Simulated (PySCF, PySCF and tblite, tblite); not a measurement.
# C₆H₈NOS−: a path driven as rotation about a bond, and NMR exchange, part 2 of 2

PySCF and tblite. Atoms count from 0.

## (10) Shieldings, end: PBE0/pcSseg-1

The job: settings as JSON, then the geometry in Å.

```
{"job": {"kind": "nmr", "xc": "PBE0", "basis": "pcSseg-1", "pop": false}, "charge": -1, "multiplicity": 1}
C     -1.802703    -0.368278    -0.956834
N     -1.133040    -0.200502     0.306684
C     -1.637520     0.931298     1.053758
C      0.283665    -0.246941     0.233023
C      1.103178    -0.219796    -0.843691
C      2.479046    -0.366500    -0.548342
C      2.816058    -0.503199     0.775242
O      3.875955    -0.634010     1.384682
S      1.191275    -0.460622     1.721979
H     -2.871731    -0.509639    -0.771498
H     -1.684845     0.495103    -1.636491
H     -1.410065    -1.255005    -1.452701
H     -1.532273     1.886760     0.510272
H     -1.082404     0.996384     1.987110
H     -2.697113     0.774454     1.275529
H      0.749990    -0.096967    -1.858911
H      3.244963    -0.361798    -1.309584
```

Log:

```text
coarse grid: 15248 points
cycle   1  E = -760.7737614994  dE =  1.537e+00  |g| = 8.779e-01  |ddm| = 4.029e+00
cycle   2  E = -760.0669866427  dE =  7.068e-01  |g| = 1.967e+00  |ddm| = 4.259e+00
cycle   3  E = -760.9177516483  dE = -8.508e-01  |g| = 3.410e-01  |ddm| = 3.616e+00
cycle   4  E = -760.9453753709  dE = -2.762e-02  |g| = 1.319e-01  |ddm| = 5.888e-01
cycle   5  E = -760.9489392585  dE = -3.564e-03  |g| = 5.735e-02  |ddm| = 1.933e-01
cycle   6  E = -760.9497345504  dE = -7.953e-04  |g| = 1.393e-02  |ddm| = 7.790e-02
cycle   7  E = -760.9497765301  dE = -4.198e-05  |g| = 6.895e-03  |ddm| = 2.339e-02
cycle   8  E = -760.9497886680  dE = -1.214e-05  |g| = 1.321e-03  |ddm| = 9.041e-03
cycle   9  E = -760.9497890847  dE = -4.166e-07  |g| = 4.860e-04  |ddm| = 2.113e-03
final grid: 144176 points
cycle  10  E = -761.0157116822  dE = -3.268e-05  |g| = 1.219e-02  |ddm| = 4.406e-02
cycle  11  E = -761.0156461799  dE =  6.550e-05  |g| = 2.127e-02  |ddm| = 3.488e-02
cycle  12  E = -761.0157419681  dE = -9.579e-05  |g| = 3.501e-03  |ddm| = 2.613e-02
cycle  13  E = -761.0157446883  dE = -2.720e-06  |g| = 4.395e-04  |ddm| = 4.258e-03
cycle  14  E = -761.0157447299  dE = -4.164e-08  |g| = 2.386e-04  |ddm| = 9.255e-04
cycle  15  E = -761.0157447450  dE = -1.514e-08  |g| = 7.697e-05  |ddm| = 3.756e-04
cycle  16  E = -761.0157447464  dE = -1.321e-09  |g| = 2.662e-05  |ddm| = 1.030e-04
cycle  17  E = -761.0157447465  dE = -1.523e-10  |g| = 4.369e-06  |ddm| = 3.029e-05
converged SCF energy = -761.0157447465

GIAO shielding tensors (ppm)
atom      isotropic    diamagn.    paramagn.     s11        s22        s33       span
  0 C      142.530     246.429    -103.899    114.848    128.358    184.384     69.537
  1 N      210.500     324.076    -113.576    160.864    215.845    254.790     93.926
  2 C      136.867     246.506    -109.639    108.857    119.489    182.256     73.399
  3 C       53.941     256.287    -202.346    -11.530     82.207     91.145    102.675
  4 C       79.560     252.736    -173.176      6.627     74.175    157.878    151.251
  5 C      111.185     252.714    -141.530     78.908    122.069    132.577     53.669
  6 C        3.638     250.844    -247.206    -62.926     20.623     53.217    116.142
  7 O        7.595     395.750    -388.155   -200.029    -12.745    235.558    435.586
  8 S      352.694    1057.498    -704.803    165.387    429.441    463.255    297.868
  9 H       29.420      30.029      -0.609     24.913     27.237     36.110     11.197
 10 H       29.519      30.846      -1.327     25.588     28.113     34.857      9.269
 11 H       29.027      30.758      -1.730     25.300     26.863     34.919      9.619
 12 H       30.098      30.445      -0.348     27.126     27.514     35.653      8.527
 13 H       28.192      30.485      -2.293     22.107     29.387     33.083     10.976
 14 H       29.578      30.255      -0.676     25.658     26.577     36.500     10.842
 15 H       26.672      33.944      -7.272     23.922     25.940     30.155      6.234
 16 H       28.157      30.916      -2.758     25.000     27.823     31.649      6.649
```

Wall time 27 s (1 thread of Arm Neoverse V2, shared host); peak memory 0.91 GiB.

This run: HOMO 0.13 eV, LUMO 4.57 eV.

## (11) Kinetics and line shapes

The job: settings as JSON, then the geometry in Å.

```
{"job": {"smiles": "CN(C)c1ccc([O-])s1", "charge": -1, "mult": 1, "motion": "rotation", "what": "aryl amine", "atoms": [3, 1], "drives": [{"terms": [["t", [4, 3, 1, 0], 0.25], ["t", [4, 3, 1, 2], 0.25], ["t", [8, 3, 1, 0], 0.25], ["t", [8, 3, 1, 2], 0.25]], "by": 180, "n": 12}], "flip": [3, 1], "study": "path", "level": {"kind": "nmr", "xc": "PBE0", "basis": "pcSseg-1"}, "fields": [80, 600, 800], "first": 1, "seed": 72, "kind": "path"}, "charge": -1, "multiplicity": 1}
C     -1.677409     0.565704    -1.163156
N     -1.144619    -0.212972    -0.061438
C     -1.733956     0.188715     1.201629
C      0.265931    -0.189733    -0.024128
C      1.098536    -1.246098    -0.174780
C      2.471010    -0.944332    -0.093950
C      2.797277     0.377065     0.126857
O      3.862502     0.979377     0.249047
S      1.188408     1.304708     0.238356
H     -2.761544     0.430181    -1.213273
H     -1.455716     1.638999    -1.062231
H     -1.230492     0.206838    -2.089563
H     -1.517657     1.239215     1.448839
H     -1.326092    -0.442126     1.990554
H     -2.817980     0.050171     1.157099
H      0.726615    -2.246864    -0.344788
H      3.248186    -1.686819    -0.194985
```

Log:

```text
stationary points (kcal/mol above the start)
  n  kind          group   xTB      DFT    lowest mode
  0  minimum      Cs       0.00     0.00      41.9
  1  saddle       C1       3.62     4.77     -55.7
  2  minimum      C1       2.88     2.35      42.7

GFN2-xTB energies: T/K, barrier G, reaction G (kcal/mol), k forward, k back (1/s)
 150.00     3.79     2.85   1.87e+07   1.33e+11
 200.00     3.91     2.87   4.46e+08   3.04e+11
 250.00     4.04     2.88   3.09e+09   5.12e+11
 298.15     4.16     2.89    1.1e+10   7.28e+11
 350.00     4.31     2.91   2.97e+10   9.68e+11
 400.00     4.46     2.91   6.13e+10    1.2e+12
 500.00     4.76     2.93   1.73e+11   1.65e+12

PBE0/pcSseg-1 + D3(BJ) energies: T/K, barrier G, reaction G (kcal/mol), k forward, k back (1/s)
 150.00     4.94     2.32   3.93e+05    4.7e+08
 200.00     5.06     2.34   2.46e+07   4.39e+09
 250.00     5.19     2.35   3.04e+08   1.72e+10
 298.15     5.32     2.36   1.58e+09   4.25e+10
 350.00     5.46     2.37   5.67e+09    8.6e+10
 400.00     5.61     2.38   1.44e+10   1.44e+11
 500.00     5.92     2.40   5.41e+10   3.03e+11
```

Wall time 95 s (1 thread of Arm Neoverse V2, shared host); peak memory 0.91 GiB. This counts the whole study up to here.

Barriers by level (kcal/mol; entropies in cal/(mol K)). Zero-point and thermal terms come from xTB in every row. ΔG‡ leaves symmetry out; the rate counts equivalent paths (a factor of 2); effective ΔG‡, where given, is the barrier that would give that rate by Eyring's equation alone:

```tsv
level	ΔE‡	with zero-point	ΔH‡	ΔS‡	ΔG‡ (298 K)	ΔE of reaction	k at 298 K (1/s)	effective ΔG‡
GFN2-xTB	3.62	3.56	3.04	-3.8	4.16	2.88	1.1e+10	3.75
PBE0/pcSseg-1 + D3(BJ)	4.77	4.71	4.19	-3.8	5.32	2.35	1.6e+09	4.91
```

Sites that the driver pairs across this motion, and where their lines would merge (no couplings; faster rotations or exchange between molecules can average them sooner):

```tsv
nucleus	sites: shielding (ppm)	proton frequency (MHz)	spread (Hz)	coalescence (K)	lines at 298 K
13C	C4: 64.6; C4 (end): 79.6	800	3001	not given	–
13C	C0, C2: 135.4; C0 (end): 142.5; C2 (end): 136.9	800	1444	not given	–
17O	O7: -3.5; O7 (end): 7.6	800	1204	not given	–
1H	H15: 25.82; H15 (end): 26.67	800	677	not given	–
13C	C3: 57.0; C3 (end): 53.9	800	610	not given	–
13C	C6: 2.4; C6 (end): 3.6	800	254	not given	–
13C	C5: 110.2; C5 (end): 111.2	800	195	not given	–
15N	N1: 212.5; N1 (end): 210.5	800	165	not given	–
```

A dash: the driver gave no coalescence for this row (it judged the minor form too scarce).

Rows that set an atom against itself at the end compare its shielding in the two forms.

Lines of quadrupolar nuclei are broad, so their coalescence could hardly be seen.

## (12) Shieldings, start: PBE0/pcSseg-1 in dichloromethane

The job: settings as JSON, then the geometry in Å.

```
{"job": {"kind": "nmr", "xc": "PBE0", "basis": "pcSseg-1", "solvent": "dichloromethane", "pop": false}, "charge": -1, "multiplicity": 1}
C     -1.677409     0.565704    -1.163156
N     -1.144619    -0.212972    -0.061438
C     -1.733956     0.188715     1.201629
C      0.265931    -0.189733    -0.024128
C      1.098536    -1.246098    -0.174780
C      2.471010    -0.944332    -0.093950
C      2.797277     0.377065     0.126857
O      3.862502     0.979377     0.249047
S      1.188408     1.304708     0.238356
H     -2.761544     0.430181    -1.213273
H     -1.455716     1.638999    -1.062231
H     -1.230492     0.206838    -2.089563
H     -1.517657     1.239215     1.448839
H     -1.326092    -0.442126     1.990554
H     -2.817980     0.050171     1.157099
H      0.726615    -2.246864    -0.344788
H      3.248186    -1.686819    -0.194985
```

Log:

```text
coarse grid: 15248 points
cycle   1  E = -760.8845977436  dE =  1.421e+00  |g| = 8.496e-01  |ddm| = 4.026e+00
cycle   2  E = -760.5566737286  dE =  3.279e-01  |g| = 1.536e+00  |ddm| = 2.957e+00
cycle   3  E = -761.0197400696  dE = -4.631e-01  |g| = 2.509e-01  |ddm| = 2.298e+00
cycle   4  E = -761.0342308624  dE = -1.449e-02  |g| = 7.042e-02  |ddm| = 3.478e-01
cycle   5  E = -761.0352163879  dE = -9.855e-04  |g| = 3.164e-02  |ddm| = 9.864e-02
cycle   6  E = -761.0354672149  dE = -2.508e-04  |g| = 7.240e-03  |ddm| = 4.144e-02
cycle   7  E = -761.0354776500  dE = -1.044e-05  |g| = 3.436e-03  |ddm| = 1.055e-02
cycle   8  E = -761.0354804537  dE = -2.804e-06  |g| = 7.831e-04  |ddm| = 3.977e-03
final grid: 144176 points
cycle   9  E = -761.1006259918  dE = -2.848e-05  |g| = 1.224e-02  |ddm| = 4.196e-02
cycle  10  E = -761.1005758599  dE =  5.013e-05  |g| = 1.973e-02  |ddm| = 3.246e-02
cycle  11  E = -761.1006581544  dE = -8.229e-05  |g| = 2.868e-03  |ddm| = 2.217e-02
cycle  12  E = -761.1006599403  dE = -1.786e-06  |g| = 2.530e-04  |ddm| = 3.163e-03
cycle  13  E = -761.1006599517  dE = -1.135e-08  |g| = 1.527e-04  |ddm| = 4.512e-04
cycle  14  E = -761.1006599574  dE = -5.709e-09  |g| = 3.890e-05  |ddm| = 1.852e-04
cycle  15  E = -761.1006599577  dE = -3.145e-10  |g| = 1.808e-05  |ddm| = 5.401e-05
converged SCF energy = -761.1006599577

GIAO shielding tensors (ppm)
atom      isotropic    diamagn.    paramagn.     s11        s22        s33       span
  0 C      135.499     247.353    -111.854    110.752    114.155    181.591     70.840
  1 N      211.111     321.532    -110.421    171.713    215.229    246.391     74.678
  2 C      135.499     247.358    -111.859    110.803    114.130    181.564     70.760
  3 C       49.947     259.134    -209.188    -20.353     81.305     88.887    109.240
  4 C       64.593     248.519    -183.926    -11.715     66.933    138.561    150.277
  5 C      109.579     255.411    -145.832     71.135    119.466    138.135     67.001
  6 C        1.901     252.224    -250.323    -60.268     29.779     36.191     96.459
  7 O       33.183     398.384    -365.201   -163.008      3.019    259.538    422.545
  8 S      395.196    1058.272    -663.075    185.177    469.995    530.418    345.241
  9 H       29.101      29.804      -0.703     24.898     26.290     36.114     11.216
 10 H       29.360      30.365      -1.004     25.046     29.007     34.028      8.982
 11 H       29.214      30.361      -1.147     25.537     26.853     35.253      9.715
 12 H       29.358      30.362      -1.005     25.042     29.005     34.026      8.984
 13 H       29.214      30.362      -1.147     25.545     26.848     35.251      9.706
 14 H       29.099      29.803      -0.704     24.890     26.294     36.112     11.222
 15 H       25.544      32.390      -6.846     23.710     24.251     28.670      4.960
 16 H       27.700      30.836      -3.136     24.626     26.918     31.556      6.930
```

Run time: 27 s. Hardware: 1 thread of Arm Neoverse V2, shared host; peak memory 1 GiB.

Key values: HOMO -3.98 eV, LUMO 1.47 eV.

## (13) Single-point energy, saddle of leg 1: PBE0/pcSseg-1 in dichloromethane

The job: settings as JSON, then the geometry in Å.

```
{"job": {"kind": "sp", "xc": "PBE0", "basis": "pcSseg-1", "solvent": "dichloromethane", "pop": false}, "charge": -1, "multiplicity": 1}
C     -1.750651    -0.155181    -1.049670
N     -1.128625    -0.206700     0.253997
C     -1.698719     0.764095     1.159035
C      0.295715    -0.199879     0.206759
C      1.104227    -0.683679    -0.765883
C      2.492265    -0.596851    -0.492239
C      2.856091    -0.039478     0.704975
O      3.925997     0.192103     1.266706
S      1.238741     0.418180     1.552748
H     -2.834979    -0.205375    -0.923714
H     -1.505272     0.761294    -1.613138
H     -1.433371    -1.015375    -1.636523
H     -1.561770     1.803592     0.818889
H     -1.218930     0.657802     2.129229
H     -2.769603     0.567240     1.262056
H      0.744298    -1.115885    -1.689154
H      3.244586    -0.945903    -1.184074
```

Log:

```text
coarse grid: 15248 points
cycle   1  E = -760.8743221352  dE =  1.441e+00  |g| = 8.601e-01  |ddm| = 4.022e+00
cycle   2  E = -760.5284487473  dE =  3.459e-01  |g| = 1.561e+00  |ddm| = 3.037e+00
cycle   3  E = -761.0146772196  dE = -4.862e-01  |g| = 2.500e-01  |ddm| = 2.345e+00
cycle   4  E = -761.0289464709  dE = -1.427e-02  |g| = 7.366e-02  |ddm| = 3.454e-01
cycle   5  E = -761.0300540491  dE = -1.108e-03  |g| = 3.153e-02  |ddm| = 9.757e-02
cycle   6  E = -761.0303120513  dE = -2.580e-04  |g| = 5.351e-03  |ddm| = 4.218e-02
cycle   7  E = -761.0303182471  dE = -6.196e-06  |g| = 1.889e-03  |ddm| = 6.904e-03
final grid: 144176 points
cycle   8  E = -761.0952514847  dE = -2.089e-05  |g| = 1.389e-02  |ddm| = 3.740e-02
cycle   9  E = -761.0951922053  dE =  5.928e-05  |g| = 2.191e-02  |ddm| = 3.510e-02
cycle  10  E = -761.0952928506  dE = -1.006e-04  |g| = 3.137e-03  |ddm| = 2.379e-02
cycle  11  E = -761.0952949119  dE = -2.061e-06  |g| = 2.557e-04  |ddm| = 3.416e-03
cycle  12  E = -761.0952949235  dE = -1.165e-08  |g| = 1.506e-04  |ddm| = 4.523e-04
cycle  13  E = -761.0952949291  dE = -5.564e-09  |g| = 4.181e-05  |ddm| = 1.933e-04
cycle  14  E = -761.0952949295  dE = -3.849e-10  |g| = 1.796e-05  |ddm| = 5.727e-05
converged SCF energy = -761.0952949295
```

Run time: 14 s. Hardware: 1 thread of Arm Neoverse V2, shared host; peak memory 0.73 GiB.

In short: HOMO -3.53 eV, LUMO 1.68 eV.

## (14) Shieldings, end: PBE0/pcSseg-1 in dichloromethane

The job: settings as JSON, then the geometry in Å.

```
{"job": {"kind": "nmr", "xc": "PBE0", "basis": "pcSseg-1", "solvent": "dichloromethane", "pop": false}, "charge": -1, "multiplicity": 1}
C     -1.802703    -0.368278    -0.956834
N     -1.133040    -0.200502     0.306684
C     -1.637520     0.931298     1.053758
C      0.283665    -0.246941     0.233023
C      1.103178    -0.219796    -0.843691
C      2.479046    -0.366500    -0.548342
C      2.816058    -0.503199     0.775242
O      3.875955    -0.634010     1.384682
S      1.191275    -0.460622     1.721979
H     -2.871731    -0.509639    -0.771498
H     -1.684845     0.495103    -1.636491
H     -1.410065    -1.255005    -1.452701
H     -1.532273     1.886760     0.510272
H     -1.082404     0.996384     1.987110
H     -2.697113     0.774454     1.275529
H      0.749990    -0.096967    -1.858911
H      3.244963    -0.361798    -1.309584
```

Log:

```text
coarse grid: 15248 points
cycle   1  E = -760.8794587671  dE =  1.431e+00  |g| = 8.532e-01  |ddm| = 4.027e+00
cycle   2  E = -760.5465119082  dE =  3.329e-01  |g| = 1.543e+00  |ddm| = 2.982e+00
cycle   3  E = -761.0168472319  dE = -4.703e-01  |g| = 2.495e-01  |ddm| = 2.301e+00
cycle   4  E = -761.0310892758  dE = -1.424e-02  |g| = 7.123e-02  |ddm| = 3.390e-01
cycle   5  E = -761.0321166951  dE = -1.027e-03  |g| = 3.078e-02  |ddm| = 9.623e-02
cycle   6  E = -761.0323610274  dE = -2.443e-04  |g| = 5.526e-03  |ddm| = 4.127e-02
cycle   7  E = -761.0323674155  dE = -6.388e-06  |g| = 2.261e-03  |ddm| = 7.789e-03
final grid: 144176 points
cycle   8  E = -761.0981798319  dE = -2.744e-05  |g| = 1.415e-02  |ddm| = 4.504e-02
cycle   9  E = -761.0981186810  dE =  6.115e-05  |g| = 2.235e-02  |ddm| = 3.513e-02
cycle  10  E = -761.0982226382  dE = -1.040e-04  |g| = 3.050e-03  |ddm| = 2.338e-02
cycle  11  E = -761.0982245642  dE = -1.926e-06  |g| = 2.747e-04  |ddm| = 3.310e-03
cycle  12  E = -761.0982245763  dE = -1.209e-08  |g| = 1.748e-04  |ddm| = 4.986e-04
cycle  13  E = -761.0982245839  dE = -7.552e-09  |g| = 5.280e-05  |ddm| = 2.380e-04
cycle  14  E = -761.0982245845  dE = -6.330e-10  |g| = 1.769e-05  |ddm| = 6.703e-05
converged SCF energy = -761.0982245845

GIAO shielding tensors (ppm)
atom      isotropic    diamagn.    paramagn.     s11        s22        s33       span
  0 C      143.736     246.990    -103.254    117.378    129.311    184.519     67.141
  1 N      208.171     324.864    -116.693    157.924    213.590    252.998     95.074
  2 C      137.166     247.066    -109.899    110.806    118.064    182.629     71.824
  3 C       47.831     256.172    -208.341    -21.071     77.911     86.654    107.725
  4 C       79.215     252.538    -173.323      8.018     72.270    157.358    149.340
  5 C      110.222     253.720    -143.499     74.114    122.889    133.662     59.549
  6 C        3.613     252.171    -248.558    -58.533     23.117     46.257    104.791
  7 O       44.872     397.563    -352.691   -142.358     27.348    249.627    391.985
  8 S      356.695    1057.660    -700.965    183.634    427.150    459.299    275.665
  9 H       28.974      29.409      -0.435     24.407     26.672     35.842     11.435
 10 H       29.338      30.645      -1.307     25.549     27.507     34.957      9.409
 11 H       29.044      30.597      -1.553     25.101     26.841     35.190     10.089
 12 H       29.689      30.175      -0.486     26.712     26.867     35.488      8.776
 13 H       28.474      30.460      -1.987     22.491     29.427     33.503     11.012
 14 H       29.075      29.585      -0.510     25.094     26.023     36.108     11.014
 15 H       26.361      33.438      -7.077     23.233     26.036     29.815      6.582
 16 H       27.788      30.891      -3.103     24.642     27.230     31.493      6.851
```

Run time: 27 s. Hardware: 1 thread of Arm Neoverse V2, shared host; peak memory 1 GiB.

This run: HOMO -3.69 eV, LUMO 1.62 eV.

## (15) Second level: PBE0/pcSseg-1 + D3(BJ), IEF-PCM dichloromethane

The job: settings as JSON, then the geometry in Å.

```
{"job": {"smiles": "CN(C)c1ccc([O-])s1", "charge": -1, "mult": 1, "motion": "rotation", "what": "aryl amine", "atoms": [3, 1], "drives": [{"terms": [["t", [4, 3, 1, 0], 0.25], ["t", [4, 3, 1, 2], 0.25], ["t", [8, 3, 1, 0], 0.25], ["t", [8, 3, 1, 2], 0.25]], "by": 180, "n": 12}], "flip": [3, 1], "study": "path", "level": {"kind": "nmr", "xc": "PBE0", "basis": "pcSseg-1", "wide": true, "solvent": "dichloromethane"}, "fields": [80, 600, 800], "first": 1, "seed": 72, "kind": "pathvar"}, "charge": -1, "multiplicity": 1}
C     -1.677409     0.565704    -1.163156
N     -1.144619    -0.212972    -0.061438
C     -1.733956     0.188715     1.201629
C      0.265931    -0.189733    -0.024128
C      1.098536    -1.246098    -0.174780
C      2.471010    -0.944332    -0.093950
C      2.797277     0.377065     0.126857
O      3.862502     0.979377     0.249047
S      1.188408     1.304708     0.238356
H     -2.761544     0.430181    -1.213273
H     -1.455716     1.638999    -1.062231
H     -1.230492     0.206838    -2.089563
H     -1.517657     1.239215     1.448839
H     -1.326092    -0.442126     1.990554
H     -2.817980     0.050171     1.157099
H      0.726615    -2.246864    -0.344788
H      3.248186    -1.686819    -0.194985
```

Log:

```text
stationary points (kcal/mol above the start)
  n  kind          group   xTB      DFT    lowest mode
  0  minimum      Cs       0.00     0.00      41.9
  1  saddle       C1       3.62     3.44     -55.7
  2  minimum      C1       2.88     1.63      42.7

GFN2-xTB energies: T/K, barrier G, reaction G (kcal/mol), k forward, k back (1/s)
 150.00     3.79     2.85   1.87e+07   1.33e+11
 200.00     3.91     2.87   4.46e+08   3.04e+11
 250.00     4.04     2.88   3.09e+09   5.12e+11
 298.15     4.16     2.89    1.1e+10   7.28e+11
 350.00     4.31     2.91   2.97e+10   9.68e+11
 400.00     4.46     2.91   6.13e+10    1.2e+12
 500.00     4.76     2.93   1.73e+11   1.65e+12

PBE0/pcSseg-1 + D3(BJ) energies: T/K, barrier G, reaction G (kcal/mol), k forward, k back (1/s)
 150.00     4.94     2.32   3.93e+05    4.7e+08
 200.00     5.06     2.34   2.46e+07   4.39e+09
 250.00     5.19     2.35   3.04e+08   1.72e+10
 298.15     5.32     2.36   1.58e+09   4.25e+10
 350.00     5.46     2.37   5.67e+09    8.6e+10
 400.00     5.61     2.38   1.44e+10   1.44e+11
 500.00     5.92     2.40   5.41e+10   3.03e+11

PBE0/pcSseg-1 + D3(BJ), IEF-PCM dichloromethane energies: T/K, barrier G, reaction G (kcal/mol), k forward, k back (1/s)
 150.00     3.61     1.60    3.4e+07    3.6e+09
 200.00     3.73     1.61   6.98e+08   2.02e+10
 250.00     3.86     1.63   4.42e+09   5.85e+10
 298.15     3.99     1.64   1.49e+10   1.18e+11
 350.00     4.13     1.65   3.84e+10   2.06e+11
 400.00     4.28     1.66   7.67e+10   3.09e+11
 500.00     4.59     1.68   2.06e+11   5.57e+11
```

It took 2.7 min on 1 thread of Arm Neoverse V2, shared host; peak memory 1 GiB. This counts the runs that the step sums up.

Barriers by level (kcal/mol; entropies in cal/(mol K)). Zero-point and thermal terms come from xTB in every row. ΔG‡ leaves symmetry out; the rate counts equivalent paths (a factor of 2); effective ΔG‡, where given, is the barrier that would give that rate by Eyring's equation alone:

```tsv
level	ΔE‡	with zero-point	ΔH‡	ΔS‡	ΔG‡ (298 K)	ΔE of reaction	k at 298 K (1/s)	effective ΔG‡
GFN2-xTB	3.62	3.56	3.04	-3.8	4.16	2.88	1.1e+10	3.75
PBE0/pcSseg-1 + D3(BJ)	4.77	4.71	4.19	-3.8	5.32	2.35	1.6e+09	4.91
PBE0/pcSseg-1 + D3(BJ), IEF-PCM dichloromethane	3.44	3.38	2.86	-3.8	3.99	1.63	1.5e+10	3.58
```

## (16) Summary of results

What follows sums up all 2 parts.

| quantity | value |
| --- | --- |
| barrier (PBE0/pcSseg-1 + D3(BJ)) | ΔE‡ 4.8, ΔG‡(298 K) 5.3 kcal/mol |
| barrier (GFN2-xTB) | ΔE‡ 3.6 kcal/mol |
| rate at 298 K | 1.6e+09 s⁻¹ |
| end of the path | 2.4 kcal/mol from the start |

In words: DFT puts the top 4.8 kcal/mol above the start (xTB: 3.6); the rate from the DFT barrier is 1.6e+09 s⁻¹ at 298 K. An error of 1.4 kcal/mol changes that rate tenfold. PBE0/pcSseg-1 + D3(BJ), IEF-PCM dichloromethane moves the barrier from 4.8 to 3.4 kcal/mol.
